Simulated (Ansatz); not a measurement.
Crystal: TaO.

```xyz
2
Lattice="3.0661 0.0000 0.0000 -1.5331 2.6553 0.0000 0.0000 0.0000 3.8550" Properties=species:S:1:pos:R:3 pbc="T T T"
Ta    0.0000    0.0000    1.9275
O     0.0000    0.0000    0.0000
```

The cell was built by a generator and needn't be a form met in nature.

```yaml
Program: Ansatz 0.2.0
Task: relaxation of cell and atoms
Functional: HF
Potentials_or_basis: Ansatz PAW
Cutoff: "420 eV (not typed: the program's choice for these potentials)"
k_mesh: 5 × 5 × 4
Occupations: fermi-dirac, width 0.05 eV
Spin: no spin polarisation
```

At the start: volume 15.69 Å³/atom.

Question: How do energy, volume and symmetry change on relaxing?

Answer: It ends after 7 steps and the volume is 15.95 Å³/atom (+1.7 %); space group P6/mmm (No. 191, to 0.05 Å).

Step by step:
| step | energy change (eV) | largest force (eV/Å) | volume (Å³) |
| --- | --- | --- | --- |
| 1 | 0.0000 | 0.0000 | 31.39 |
| 2 | -0.0221 | 0.0000 | 32.15 |
| 3 | -0.0231 | 0.0000 | 31.96 |
| 4 | -0.0232 | 0.0000 | 31.89 |
| 5 | -0.0239 | 0.0000 | 31.89 |
| 6 | -0.0239 | 0.0000 | 31.91 |
| 7 | -0.0239 | 0.0000 | 31.91 |

Final structure:
```
Ta O
1.0
     3.10642    0.00000    0.00000
    -1.55321    2.69023    0.00000
     0.00000    0.00000    3.81831
Ta O
1 1
Direct
  0.00000 0.00000 0.50000
  0.00000 0.00000 0.00000
```

Caveat: the k mesh is coarse (spacing up to 0.47 Å⁻¹), so the values aren't converged, least of all with exact exchange; the plane-wave basis is chosen anew once the cell has moved, so the energies of steps on either side of that aren't comparable; an odd number of electrons without spin polarisation forces a metal; a magnetic or distorted state may lie lower; the PAW data sets come from PBE, with cores solved anew for the run's functional, which leaves a small shift of forces and pressure.
